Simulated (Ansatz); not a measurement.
# TiPd2: pressure up to the limit of the methods

The task here is to estimate one member of a computed series from the others.

Computed with Ansatz 0.2.0 (DFT LDA, with the methods named in each step, unless a step's input says otherwise).

2 further runs of the same task are left out: 2 that didn't finish.

### Starting point

Symmetry: Immm, No. 71, orthorhombic system. Conventional cell: a = 3.037 Å, b = 3.496 Å, c = 8.606 Å, α = 90.00°, β = 90.00°, γ = 90.00°. Ti (site symmetry mmm) has 10 Pd at 2.69 to 2.94 Å and 2 Ti at 3.04 Å as nearest neighbours. Around Pd (site symmetry mm2) lie 5 Ti at 2.69 to 2.94 Å and 7 Pd at 2.72 to 3.04 Å.

As a file:

```cif
data_structure
_symmetry_space_group_name_H-M 'Immm'
_symmetry_Int_Tables_number 71
_cell_length_a 3.0370
_cell_length_b 3.4957
_cell_length_c 8.6056
_cell_angle_alpha 90.000
_cell_angle_beta 90.000
_cell_angle_gamma 90.000
_cell_volume 91.36
loop_
_atom_site_label
_atom_site_type_symbol
_atom_site_symmetry_multiplicity
_atom_site_Wyckoff_symbol
_atom_site_fract_x
_atom_site_fract_y
_atom_site_fract_z
_atom_site_occupancy
Ti1 Ti 2 a 0.00000 0.00000 0.00000 1
Pd1 Pd 4 i 0.00000 0.00000 0.65804 1
```

The file gives the conventional cell by its symmetry; the runs use the cell typed in the input.

Whether this phase is the stable one at these pressures isn't tested.

Atoms are numbered in the order of the input: Ti1, Pd2, Pd3.

The first run:

input.yaml reads:

```yaml
crystal:
  lattice:
    - [-1.518492642, 1.7478418875, 4.3028043687]
    - [1.518492642, -1.7478418875, 4.3028043687]
    - [1.518492642, 1.7478418875, -4.3028043687]
  atoms:
    - { symbol: Ti, position: [0.0, 0.0, 0.0] }
    - { symbol: Pd, position: [0.6580362464, 0.6580362464, 0.0] }
    - { symbol: Pd, position: [0.3419637536, 0.3419637536, 0.0] }
kpoints:
  mp_grid: { grid: [16, 16, 16] }
  band_path:
    path:
      - [0.0, 0.0, 0.0]
      - [0.5, 0.5, -0.5]
      - [0.281135955, 0.718864045, -0.281135955]
      - [-0.281135955, 0.281135955, 0.281135955]
      - [0.0, 0.0, 0.0]
      - [0.291251628, -0.291251628, 0.291251628]
      - [0.708748372, 0.291251628, -0.291251628]
      - [0.5, 0.5, -0.5]
      - [0.0, 0.0, 0.0]
    npoints: 14
scf:
  occupations: { method: fermi_dirac, width: 0.05 }
hamiltonian:
  xc: lda
  pseudopotentials: { kind: all_electron, lapw: { basis_error: 0.001 } }
output:
  forces: true
  stress: true
  eigenvalues: true
  populations: true
```

The run is started by

```sh
> ansatz run input.yaml --threads 1 --pin off --max-ram 3072MiB --backend cpu --events-out ev --progress --plain --runs-dir out
```

Steps of the session up to this table: The reference volume, LAPW; Volume scaled by 1, crystal datasets; Volume scaled by 0.4, norm-conserving.

One table of the session follows, with a row left open; its other results are not shown here.

```
          method  volume over the first  volume (Å³/atom)  pressure (GPa)  largest force (eV/Å)
            LAPW                      1            15.227           -9.67                 0.001
             PAW                      1            15.227           -9.67                 0.001
             PAW                    0.5             7.613          557.08                 0.003
             PAW                   0.45             6.852          812.69                 0.000
             PAW                    0.4             6.091         1203.86                 0.005
crystal datasets                      1            15.227           -9.67                 0.001
 norm-conserving                    0.4                 ?               ?                     ?
```

**Question.** Estimate the row for norm-conserving, 0.4.

**Answer.** volume (Å³/atom): 6.091; pressure (GPa): 1216.65; largest force (eV/Å): 0.009.

To keep in mind: Warnings in the runs' records: gradients without spin orbit, cushion ram shed, subspace factor ram capped, crystal datasets made.
